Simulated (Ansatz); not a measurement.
# CuH₂O (doublet): the correlation ladder at distance Cu1–O2 = 3.052 Å, def2-SVP

How much of the correlation energy of CuH₂O (doublet) does each wave-function method recover here?

Computed with Ansatz 0.2.0, Gaussian basis. Level: def2-SVP, core rule «outside noble gas», up to 10 orbitals frozen.

To be run: UHF; CCSD(T) on ROHF; CCSD(T) on UHF; CISD as a restricted active space (open shells left free, so some higher excitations enter); CCSDT(Q) on ROHF; CCSDT(Q) on UHF; CASSCF and MRCISD+Q, 3 electrons in 3 orbitals; CASSCF and NEVPT2, 3 electrons in 3 orbitals; CASSCF and MRCISD+Q, 19 electrons in 12 orbitals; CASSCF and NEVPT2, 19 electrons in 12 orbitals.

2 further runs of the same task are left out: 2 set aside as unsound or not needed. Runs told in other sessions of the task aren't counted.

### Step 1. The system

The geometry derives from a PBE0/def2-TZVP stationary point (not a proven minimum). One bond is set to the value named and the two fragments are kept rigid.

4 atoms, charge 0, spin multiplicity 2.

Atoms are counted from 1 here; the program's logs count them from 0.

Bond lengths: O2–H3 0.962 Å, O2–H4 0.962 Å. Angles: H3–O2–H4 107.8°.

### Step 2. UHF

Input file in.yaml:

```yaml
crystal:
  periodic: [false, false, false]
  atoms:
    - {symbol: Cu, position_ang: [0.000000, 0.000000, 2.572501]}
    - {symbol: O, position_ang: [0.000000, 0.000000, -0.479499]}
    - {symbol: H, position_ang: [0.000000, -0.777006, -1.046501]}
    - {symbol: H, position_ang: [0.000000, 0.777006, -1.046501]}
basis:
  gaussian: {orbitals: def2-SVP}
magnetization: {spin_polarized: true, initial_magnetization: 1}
hamiltonian: {xc: hf}
output: {orbitals: {seedname: orbitals}}
```

Launch:

```console
ansatz run in.yaml --threads 1 --pin off --events-out ev --progress --plain --max-ram 4096MiB --backend cpu
```

The runs that follow: CCSD(T) on ROHF; CCSD(T) on UHF; CISD as a restricted active space (open shells left free, so some higher excitations enter); CCSDT(Q) on ROHF; CCSDT(Q) on UHF; CASSCF and MRCISD+Q, 3 electrons in 3 orbitals; CASSCF and NEVPT2, 3 electrons in 3 orbitals; CASSCF and MRCISD+Q, 19 electrons in 12 orbitals; CASSCF and NEVPT2, 19 electrons in 12 orbitals.

Before running them: what should the planned runs give, taken together? Wanted: UCCSDT(Q) from the RHF energy; RMP2 from UCCSDT(Q); UMP2 from UCCSDT(Q); RCCSD from UCCSDT(Q); RCCSD(T) from UCCSDT(Q); UCCSD(T) from UCCSDT(Q); RCCSDT(Q) from UCCSDT(Q); MRCISD+Q pair from UCCSDT(Q); NEVPT2 valence from UCCSDT(Q).

As calculated:

```
                         quantity                      value
    UCCSDT(Q) from the ROHF energy                -12.9742 eV
              RMP2 from UCCSDT(Q)                 -241.2 meV
              UMP2 from UCCSDT(Q)                 -243.9 meV
             RCCSD from UCCSDT(Q)                 +343.0 meV
          RCCSD(T) from UCCSDT(Q)                  -53.8 meV
          UCCSD(T) from UCCSDT(Q)                  -55.0 meV
         RCCSDT(Q) from UCCSDT(Q)                   +6.1 meV
     MRCISD+Q pair from UCCSDT(Q)                 +339.5 meV
    NEVPT2 valence from UCCSDT(Q)                +1261.6 meV
  MRCISD+Q valence from UCCSDT(Q)                 +301.1 meV
levels within 1 kcal/mol (43 meV)  RCCSDT, UCCSDT, RCCSDT(Q)
                    T1 diagnostic                      0.013
   effectively unpaired electrons                       1.01
```

What this shows: RCCSD(T) lands -53.8 meV from the yardstick (0.4 % of the correlation energy). One determinant dominates. Of the multireference levels listed MRCISD+Q valence comes nearest in total energy (+301.1 meV), which doesn't show that its space is the better one. These misses are within one basis, not against nature; the frozen cores of restricted and unrestricted runs differ, which can shift their rows.

With open shells the CI space here admits some higher excitations, so it is larger than plain CISD.
